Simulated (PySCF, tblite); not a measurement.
**C₇H₁₀F radical: geometry, infrared bands and EPR parameters**

Wanted: the infrared bands and EPR parameters of C₇H₁₀F radical (`C=C1C[C@H](F)[C]1CC`), by calculation.

Programs: tblite 0.8.0 and PySCF 2.14.0, with density-fitted response routines of our own. Each step states its level of theory. These are calculated values for one molecule in the gas phase, unless marked as measured. Atoms are numbered from 0 throughout.

## 1. The molecule as given

18 atoms, charge 0, multiplicity 2; geometry from: force field or distance geometry start.

Bonds of the start (Å): C0–C1 1.32, C1–C2 1.52, C2–C3 1.55, C3–F4 1.37, C3–C5 1.44, C5–C6 1.46, C6–C7 1.53, C5–C1 1.49, C0–H8 1.09, C0–H9 1.08, C2–H10 1.11, C2–H11 1.10, C3–H12 1.08, C6–H13 1.09, C6–H14 1.09, C7–H15 1.10, C7–H16 1.09, C7–H17 1.10.

## 2. Relaxing the molecule with GFN2-xTB

Job settings and geometry (Å):

```
{"job": {"kind": "relax", "xc": "GFN2-xTB", "basis": "xTB"}, "charge": 0, "multiplicity": 2}
C     -1.461100     1.730700     0.683100
C     -1.192700     0.511600     0.244700
C     -1.922000    -0.816900     0.236000
C     -0.693600    -1.417900    -0.498500
F     -0.024400    -2.390000     0.189800
C     -0.016000    -0.151700    -0.388900
C      1.320300     0.259700    -0.825100
C      2.335200     0.196100     0.317900
H     -2.425300     1.949200     1.137700
H     -0.745900     2.531000     0.596800
H     -2.854800    -0.842500    -0.362900
H     -2.145200    -1.265100     1.212000
H     -0.900700    -1.714100    -1.517500
H      1.288500     1.277300    -1.218800
H      1.653300    -0.379200    -1.639000
H      2.042900     0.857200     1.149200
H      3.318700     0.502300    -0.039100
H      2.413900    -0.831300     0.710900
```

Run with:

```
OMP_NUM_THREADS=1 python probes_run.py task.json out
```

One launch serves the whole session: the jobs run in the order shown.

Output:

```text
step      E/eV     max force
  0    -672.56801    3.499
  1    -672.78306    1.223
  2    -672.81354    0.474
  3    -672.82862    0.395
  4    -672.85623    0.286
  5    -672.86227    0.261
  6    -672.86813    0.136
  7    -672.87033    0.133
  8    -672.87238    0.120
  9    -672.87382    0.111
 10    -672.87524    0.089
 11    -672.87660    0.109
 12    -672.87809    0.085
 13    -672.87942    0.087
 14    -672.88045    0.073
 15    -672.88124    0.076
 16    -672.88190    0.071
 17    -672.88237    0.045
 18    -672.88266    0.039
 19    -672.88287    0.035
 20    -672.88311    0.041
 21    -672.88338    0.039
 22    -672.88367    0.037
 23    -672.88392    0.042
 24    -672.88417    0.036
 25    -672.88441    0.035
 26    -672.88463    0.034
 27    -672.88480    0.029
 28    -672.88495    0.030
 29    -672.88512    0.031
 30    -672.88531    0.031
 31    -672.88550    0.032
 32    -672.88570    0.031
 33    -672.88588    0.030
 34    -672.88603    0.025
 35    -672.88614    0.023
 36    -672.88623    0.023
 37    -672.88631    0.023
 38    -672.88639    0.021
 39    -672.88645    0.018
 40    -672.88650    0.022
 41    -672.88655    0.027
 42    -672.88661    0.022
 43    -672.88666    0.019
 44    -672.88673    0.023
 45    -672.88682    0.031
 46    -672.88695    0.045
 47    -672.88714    0.044
 48    -672.88733    0.036
 49    -672.88746    0.034
 50    -672.88756    0.028
 51    -672.88766    0.031
 52    -672.88777    0.023
 53    -672.88786    0.024
 54    -672.88793    0.020
 55    -672.88797    0.016
 56    -672.88800    0.015
 57    -672.88802    0.013
 58    -672.88803    0.010
```

Wall time 0.98 s (1 thread of Intel Xeon at 2.50GHz, shared host).

The steps of the relaxation: (not every step is listed)

| step | energy from step 0 (eV) | largest force (eV/Å) |
| --- | --- | --- |
| 0 | 0.0000 | 3.4990 |
| 1 | -0.2151 | 1.2235 |
| 2 | -0.2455 | 0.4739 |
| 3 | -0.2606 | 0.3954 |
| 4 | -0.2882 | 0.2859 |
| 5 | -0.2943 | 0.2612 |
| 6 | -0.3001 | 0.1358 |
| 7 | -0.3023 | 0.1328 |
| 8 | -0.3044 | 0.1196 |
| 12 | -0.3101 | 0.0852 |
| 16 | -0.3139 | 0.0712 |
| 20 | -0.3151 | 0.0409 |
| 24 | -0.3162 | 0.0361 |
| 28 | -0.3169 | 0.0302 |
| 32 | -0.3177 | 0.0308 |
| 36 | -0.3182 | 0.0234 |
| 40 | -0.3185 | 0.0216 |
| 44 | -0.3187 | 0.0227 |
| 48 | -0.3193 | 0.0359 |
| 52 | -0.3198 | 0.0234 |
| 53 | -0.3199 | 0.0241 |
| 54 | -0.3199 | 0.0198 |
| 55 | -0.3200 | 0.0161 |
| 56 | -0.3200 | 0.0146 |
| 57 | -0.3200 | 0.0125 |
| 58 | -0.3200 | 0.0098 |

Close pairs (by a distance rule), those that changed most:

| bond | before (Å) | after (Å) | change (Å) |
| --- | --- | --- | --- |
| C1–C5 | 1.492 | 1.401 | -0.091 |
| C3–C5 | 1.440 | 1.500 | +0.059 |
| C0–C1 | 1.323 | 1.355 | +0.032 |
| C2–H10 | 1.109 | 1.088 | -0.021 |
| C3–F4 | 1.366 | 1.383 | +0.017 |
| C7–H17 | 1.103 | 1.087 | -0.016 |
| C3–H12 | 1.081 | 1.097 | +0.016 |
| C7–H15 | 1.102 | 1.087 | -0.014 |

The end geometry stands in the next job.

## 3. Vibrational analysis with GFN2-xTB

Job settings and geometry (Å):

```
{"job": {"kind": "ir", "xc": "GFN2-xTB", "basis": "xTB"}, "charge": 0, "multiplicity": 2}
C     -1.431301     1.739309     0.623806
C     -1.130532     0.487549     0.202113
C     -1.893675    -0.822324     0.262154
C     -0.710755    -1.445725    -0.509767
F     -0.071442    -2.481490     0.147509
C     -0.038668    -0.106782    -0.444715
C      1.317147     0.332166    -0.831039
C      2.295205     0.176581     0.345226
H     -2.363867     1.953385     1.113499
H     -0.742308     2.553257     0.485308
H     -2.852677    -0.846902    -0.251575
H     -2.002460    -1.228857     1.265438
H     -0.939309    -1.829246    -1.511608
H      1.289790     1.382001    -1.134025
H      1.673151    -0.271177    -1.669963
H      1.962813     0.778772     1.187288
H      3.290765     0.499231     0.050750
H      2.339364    -0.863430     0.657944
```

Output:

```text
mode    cm-1     km/mol
  1      27.2      0.36
  2      89.1      2.40
  3     116.7      1.55
  4     182.0      0.13
  5     250.1      0.05
  6     287.4      3.45
  7     349.1      0.96
  8     384.2      2.69
  9     449.5      4.83
 10     512.7      1.95
 11     605.2      4.20
 12     631.2      2.44
 13     768.6     31.01
 14     780.2     12.62
 15     814.0      3.18
 16     861.6     18.12
 17     922.4      3.78
 18     989.4     11.49
 19    1005.1      7.82
 20    1011.0      4.70
 21    1045.8     53.57
 22    1053.1     11.83
 23    1085.5     21.68
 24    1132.2     11.05
 25    1163.8      7.31
 26    1200.1      4.34
 27    1217.7      4.94
 28    1262.8      9.99
 29    1278.7     26.02
 30    1297.1      4.28
 31    1371.3      6.93
 32    1397.5      1.67
 33    1434.5      3.80
 34    1450.6     16.58
 35    1468.7      1.19
 36    1491.5      3.49
 37    1500.3      4.70
 38    1566.4      5.49
 39    2892.2     44.45
 40    2960.4     28.51
 41    2965.4     27.33
 42    3005.2     36.41
 43    3019.6     19.34
 44    3035.3     42.43
 45    3042.3     30.06
 46    3048.8     18.17
 47    3115.2      9.00
 48    3149.2     26.75
```

Run time: 1.7 s. Hardware: 1 thread of Intel Xeon at 2.50GHz, shared host.

The strongest bands and the atoms that carry them (share of the mass-weighted mode):

| cm⁻¹ | km/mol | atoms |
| --- | --- | --- |
| 769 | 31.0 | H9 17 %, C0 16 %, C6 13 %, C3 13 % |
| 1046 | 53.6 | C3 41 %, H11 15 %, H12 12 % |
| 2892 | 44.5 | H12 93 % |
| 2960 | 28.5 | H13 89 % |
| 2965 | 27.3 | H14 90 % |
| 3005 | 36.4 | H10 87 % |
| 3035 | 42.4 | H16 93 % |
| 3042 | 30.1 | H15 90 % |

## 4. g tensor and hyperfine couplings: B3LYP/pcH-1

Same as in step 3 but for these lines:

```diff
@@ -1,2 +1,2 @@
-{"job": {"kind": "ir", "xc": "GFN2-xTB", "basis": "xTB"}, "charge": 0, "multiplicity": 2}
+{"job": {"kind": "epr", "basis": "pcH-1"}, "charge": 0, "multiplicity": 2}
 C     -1.431301     1.739309     0.623806
```

Level: UKS B3LYP, pcH-1 on C F H, non-relativistic, mean-field spin-orbit, GIAO.

Output:

```text
UKS, coarse grid
  cycle   1  E = -372.47010212  |g| = 4.40e-01
  cycle   2  E = -372.42389389  |g| = 6.02e-01
  cycle   3  E = -372.54830243  |g| = 7.42e-02
  cycle   4  E = -372.55007711  |g| = 3.99e-02
  cycle   5  E = -372.55084038  |g| = 1.28e-02
  cycle   6  E = -372.55093583  |g| = 6.17e-03
  cycle   7  E = -372.55096865  |g| = 2.37e-03
  cycle   8  E = -372.55097439  |g| = 1.20e-03
  cycle   9  E = -372.55097590  |g| = 2.83e-04
UKS, final grid
  cycle   1  E = -372.55090565  |g| = 3.57e-04
  cycle   2  E = -372.55090559  |g| = 5.26e-04
  cycle   3  E = -372.55090571  |g| = 4.01e-05
  cycle   4  E = -372.55090571  |g| = 1.84e-05
E = -372.55090571 Eh   <S^2> = 0.7743 (exact 0.7500)
g shifts (ppm)      1          2          3
  rmc          -149       -149       -149
  gc              8         45         41
  oz_so         -64        214        577
  total        -205        110        469
hyperfine (MHz)  atom isotope    a_iso     a_fc   dipolar eigenvalues
    0   13C      48.17      48.17    -46.87    -45.47     92.34
    1   13C     -46.70     -46.70    -27.51      9.35     18.17
    2   13C       8.51       8.51     -1.43     -0.07      1.50
    3   13C     -18.69     -18.69     -2.12     -1.02      3.14
    4   19F     143.85     143.85    -47.97    -43.05     91.01
    5   13C      63.12      63.12    -52.79    -50.67    103.46
    6   13C     -18.39     -18.39     -1.47      0.60      0.87
    7   13C      46.05      46.05     -3.62     -3.45      7.07
    8    1H     -38.47     -38.47    -22.69     -0.30     22.99
    9    1H     -36.72     -36.72    -20.18     -1.16     21.34
   10    1H      -8.48      -8.48     -2.12     -0.57      2.69
   11    1H     -11.91     -11.91     -2.19     -0.74      2.93
   12    1H      50.49      50.49     -4.00     -1.32      5.32
   13    1H      24.41      24.41     -3.48     -2.06      5.54
   14    1H      19.06      19.06     -3.14     -2.86      6.00
   15    1H      -2.56      -2.56     -3.56     -0.66      4.22
   16    1H       9.15       9.15     -2.22     -1.31      3.52
   17    1H      -2.23      -2.23     -3.48     -1.56      5.05
```

Wall time 2.9 min (1 thread of Intel Xeon at 2.50GHz, shared host); peak memory 0.96 GiB.

Principal g values 2.00211, 2.00243, 2.00279; g(iso) = 2.00244, against 2.00232 for a free electron.

Hyperfine couplings; where a row names several nuclei, a(iso) is their mean (it holds for fast rotation or exchange) and the dipolar term the largest among them:

| nuclei | isotope | a(iso) (MHz) | a(iso) (G, at g = 2.0023) | largest dipolar term (MHz) |
| --- | --- | --- | --- | --- |
| F4 | 19F | 143.9 | 51.3 | 91.0 |
| C5 | 13C | 63.1 | 22.5 | 103.5 |
| H12 | 1H | 50.5 | 18.0 | 5.3 |
| C0 | 13C | 48.2 | 17.2 | 92.3 |
| C1 | 13C | -46.7 | -16.7 | -27.5 |
| C7 | 13C | 46.0 | 16.4 | 7.1 |
| H8 | 1H | -38.5 | -13.7 | 23.0 |
| H9 | 1H | -36.7 | -13.1 | 21.3 |
| H13 | 1H | 24.4 | 8.7 | 5.5 |
| H14 | 1H | 19.1 | 6.8 | 6.0 |
| C3 | 13C | -18.7 | -6.7 | 3.1 |
| C6 | 13C | -18.4 | -6.6 | -1.5 |
| H11 | 1H | -11.9 | -4.2 | 2.9 |
| C2 | 13C | 8.5 | 3.0 | 1.5 |

Mulliken spin populations:

C0 0.63; C1 -0.26; C2 0.02; C3 -0.03; F4 0.02; C5 0.65; C6 -0.04; C7 0.03; H8 -0.03; H9 -0.03; H10 0.00; H11 0.00; H12 0.02; H13 0.01; H14 0.01; H15 0.00; H16 0.01; H17 0.00

In first order the couplings over 0.8 MHz of 19F, 1H give 944 distinct lines over 120.5 G, if the averaged nuclei exchange fast.

Orbitals, density, ELF and potential are computed afterwards from the orbital file.

ELF in a plane through or near 6 of the atoms.

Ten even steps from ' ' (0.00) to '@' (1.00):
```
                                                        
                                                        
                            ....                        
                          **%%##::    ....              
                        ==@@@@@@##--##@@@@**            
                        ..%%@@@@##**@@@@@@%%..          
                          ..++**==::%%@@@@++            
        ==**++....          ::**@@%%==..                
      --@@@@@@**----::..  ::++==..++--                  
      **@@@@@@%%**%%%%++****%%##--##%%==----::          
      --@@@@@@**++%%##++##----==--##::##@@@@%%--        
        ..::......::....--##@@####%%::##@@@@@@==        
                          ==**::==@@****%%@@##::        
                          ..==----++::........          
                        ::====--....                    
                        ..--==::                        
                            ..                          
                                                        
                                                        
                                                        
```
The map spans 11.8 Å across and 10.5 Å up, centred on the molecule. Atoms in the plane (x, y in Å): C0 (1.3, 1.9), C1 (1.1, 0.6), C2 (2.0, -0.6), C3 (0.8, -1.5), H8 (2.3, 2.3), H9 (0.5, 2.6).

On the surface of density 0.002 e/bohr³ the electrostatic potential runs, from the 1st to the 99th percentile, from -1.12 V near F4 to 0.83 V near H9.

The spin density lies nearest to C0, C5 about 33 % each; C1 10 % (beta excess).

## 5. Outcome

| quantity | value |
| --- | --- |
| strongest single infrared mode (GFN2-xTB) | 1046 cm⁻¹, 54 km/mol |
| zero-point energy (GFN2-xTB) | 92.5 kcal/mol |
| g(iso) (B3LYP) | 2.00244 |
| ⟨S²⟩ | 0.774 (exact 0.75) |
| largest a(iso) (averaged by class) | 19F on F4, 143.9 MHz |
| surface potential, 1st and 99th percentile | -1.12 V and 0.83 V |

**Reading.** Over 58 steps the energy fell by 0.320 eV; of the close pairs, C1–C5 changed most, 1.492 to 1.401 Å. No mode is imaginary among the 48: a minimum at this level. The strongest single mode, at 1046 cm⁻¹, has its largest shares on C3, H11 and H12 (the list is cut at 3 atoms). Unscaled tight-binding wavenumbers are off by several per cent, some by more. Its intensities can rank the bands wrongly. The largest spin populations lie on C5 (0.65 e), C0 (0.63 e). The isotropic g lies 0.1 ppt above the free-electron value.
